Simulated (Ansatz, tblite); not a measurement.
**WOF4: a ladder of methods and basis sets**

How do method and basis change the picture of WOF4 (singlet)?

Computed with Ansatz 0.2.0, Gaussian basis. Level: as each input shows.

Plan: GFN1-xTB, GFN2-xTB, PBE-D4/def2-TZVP, r2SCAN-D4/def2-TZVP, HF/def2-TZVP, revPBE-D4/def2-TZVP, B97M-V/def2-TZVP, r2SCAN0-D4/def2-TZVP, HSE06-D4/def2-TZVP, B2PLYP/def2-TZVP, BLYP-D4/def2-TZVP, PBE+5HF/def2-TZVP, PBE+10HF/def2-TZVP, PBE+15HF/def2-TZVP, PBE+35HF/def2-TZVP, PBE+50HF/def2-TZVP, PBE-D4/def2-SVP, PBE0-D4/def2-SVP, PBE0-D4/def2-TZVPD, PBE-D4/def2-TZVPD, r2SCAN-D4/def2-TZVPD, CCSD(T)/def2-SVP, MP2/def2-TZVP, RPA/def2-TZVP.

### Step 1. The relaxed structure

The singlet was relaxed beforehand with PBE0-D4/def2-SVP.

6 atoms, charge 0, spin multiplicity 1.

Bond lengths: W1–O2 1.670 Å, W1–F3 1.853 Å, W1–F4 1.853 Å, W1–F5 1.853 Å, W1–F6 1.853 Å. Angles: O2–W1–F3 105.1°, O2–W1–F4 105.0°, O2–W1–F5 105.1°, O2–W1–F6 105.1°, F3–W1–F4 86.1°, F3–W1–F5 149.9°, F3–W1–F6 86.2°, F4–W1–F5 86.2°, F4–W1–F6 149.9°, F5–W1–F6 86.1°.

Formally the metal is d0. W takes a core potential in the def2 sets. No spin-orbit coupling is included.

PBE0-D4/def2-TZVP was run before; its log isn't repeated, and its numbers join the tables.

### Step 2. GFN1-xTB

Tight binding, by tblite at 300 K electronic temperature and without a spin-polarisation term:

```python
tblite.interface.Calculator('GFN1-xTB', numbers, positions, charge=0, uhf=0).singlepoint()
```

Energy -758.9131 eV, HOMO -14.04 eV, LUMO -8.05 eV; 0.005 s.

### Step 3. GFN2-xTB

Tight binding, by tblite at 300 K electronic temperature and without a spin-polarisation term:

```python
tblite.interface.Calculator('GFN2-xTB', numbers, positions, charge=0, uhf=0).singlepoint()
```

Energy -700.5783 eV, HOMO -13.44 eV, LUMO -8.66 eV; 0.005 s.

### Step 4. PBE-D4/def2-TZVP

start.molden holds the orbitals of an earlier run on this state, given as this run's starting guess.

Input file in.yaml:

```yaml
crystal:
  periodic: [false, false, false]
  atoms:
    - {symbol: W, position_ang: [0.000050, -0.000212, 0.042613]}
    - {symbol: O, position_ang: [0.003360, -0.006569, 1.712652]}
    - {symbol: F, position_ang: [1.788257, 0.013614, -0.442590]}
    - {symbol: F, position_ang: [-0.011893, 1.790950, -0.431670]}
    - {symbol: F, position_ang: [-1.790061, -0.010087, -0.435623]}
    - {symbol: F, position_ang: [0.010298, -1.787697, -0.445382]}
basis:
  gaussian: {orbitals: def2-TZVP, initial_orbitals: start.molden}
hamiltonian: {xc: pbe, dispersion: d4}
scf: {omitted_lower_state_checks: [starts]}
output: {orbitals: {seedname: orbitals}}
```

The run is started by

```sh
> ansatz run in.yaml --threads 4 --pin off --events-out ev --progress --plain --max-ram 3916MiB
```

Further steps of the session: r2SCAN-D4/def2-TZVP; HF/def2-TZVP; revPBE-D4/def2-TZVP; B97M-V/def2-TZVP; r2SCAN0-D4/def2-TZVP; HSE06-D4/def2-TZVP; B2PLYP/def2-TZVP; BLYP-D4/def2-TZVP; PBE+5HF/def2-TZVP; PBE+10HF/def2-TZVP; PBE+15HF/def2-TZVP; PBE+35HF/def2-TZVP; PBE+50HF/def2-TZVP; PBE-D4/def2-SVP; PBE0-D4/def2-SVP; PBE0-D4/def2-TZVPD; PBE-D4/def2-TZVPD; r2SCAN-D4/def2-TZVPD; CCSD(T)/def2-SVP; MP2/def2-TZVP; RPA/def2-TZVP.

Q: Predict the results of all the runs planned. Wanted: gap in def2-TZVP, named functionals and Hartree-Fock, smallest and largest; gap over the share of exact exchange; correlation energy, CCSD(T)/def2-SVP; correlation energy, MP2/def2-TZVP; binding an atom, CCSD(T)/def2-SVP; PBE0 total energy, smallest basis above largest.

As calculated:

| quantity | value |
| --- | --- |
| gap in def2-TZVP, named functionals and Hartree-Fock, smallest and largest | 5.07 eV (BLYP-D4), 15.74 eV (HF) |
| gap over the share of exact exchange | 5.10 eV at 0, 10.24 eV at 0.5 |
| correlation energy, CCSD(T)/def2-SVP | -35.80 eV |
| correlation energy, MP2/def2-TZVP | -45.90 eV |
| binding an atom, CCSD(T)/def2-SVP | 4.654 eV |
| PBE0 total energy, smallest basis above largest | 16.59 eV (def2-SVP, def2-TZVPD) |

What this shows: Orbital gaps of the named functionals and Hartree-Fock in def2-TZVP span 5.07 eV (BLYP-D4) to 15.74 eV (HF); exact exchange widens it. Raising the share of exact exchange from 0 to 0.5 moves the HOMO by -3.69 eV and the LUMO by +1.44 eV. The functionals in def2-TZVP miss CCSD(T)/def2-SVP by +0.328 (B2PLYP) to +0.517 eV (BLYP-D4) an atom. The yardstick is in a double-zeta basis, so levels in larger sets aren't compared like for like. CCSD(T)/def2-SVP isn't at the basis-set limit; small misses against it rank nothing.
